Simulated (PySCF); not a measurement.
# C2H7NO2Si: the cost of one run

Programs: PySCF 2.14.0, with density-fitted response routines of our own. Each step states its level of theory. These are calculated values for one molecule in the gas phase, unless marked as measured. Atoms count from 0, in the outputs and in this text.

## Step 1: The starting structure

13 atoms, charge 0, multiplicity 1; geometry from: PBE0-D3(BJ)/def2-SVP.

Bonds of the start (Å): N0–Si1 1.70, Si1–O2 1.68, O2–C3 1.41, C3–C4 1.54, C4–O5 1.41, O5–Si1 1.68, N0–H6 1.01, N0–H7 1.01, Si1–H8 1.48, C3–H9 1.10, C3–H10 1.11, C4–H11 1.10, C4–H12 1.11.

## Step 2: Core holes by ΔSCF: SCAN, X2C

Job settings and geometry (Å):

```
{"job": {"kind": "xps"}, "charge": 0, "multiplicity": 1}
N      1.696649    -0.049374     0.524567
Si     0.507371    -0.055131    -0.684298
O     -0.372522    -1.484427    -0.681800
C     -1.747565    -1.206921    -0.831674
C     -1.990011     0.188956    -0.240703
O     -0.826239     0.947682    -0.481213
H      2.641763     0.262816     0.347151
H      1.540476    -0.327873     1.484611
H      1.200110     0.276482    -1.952707
H     -2.341686    -1.978672    -0.316298
H     -2.024745    -1.227316    -1.903170
H     -2.861985     0.680221    -0.701953
H     -2.179499     0.120959     0.847892
```

Level: delta-SCF UKS SCAN, pcX-2 on the ionised atom, pcseg-1 elsewhere, spin-free X2C.

On the command line:

```
$ OMP_NUM_THREADS=1 python probes_run.py task.json out
```

The driver reads the jobs from task.json and runs them one after another.

Q: Estimate the wall time and peak memory of this first job on 1 thread of Arm Neoverse V1, shared host.

About 33 s, with a peak of 0.6 GiB.
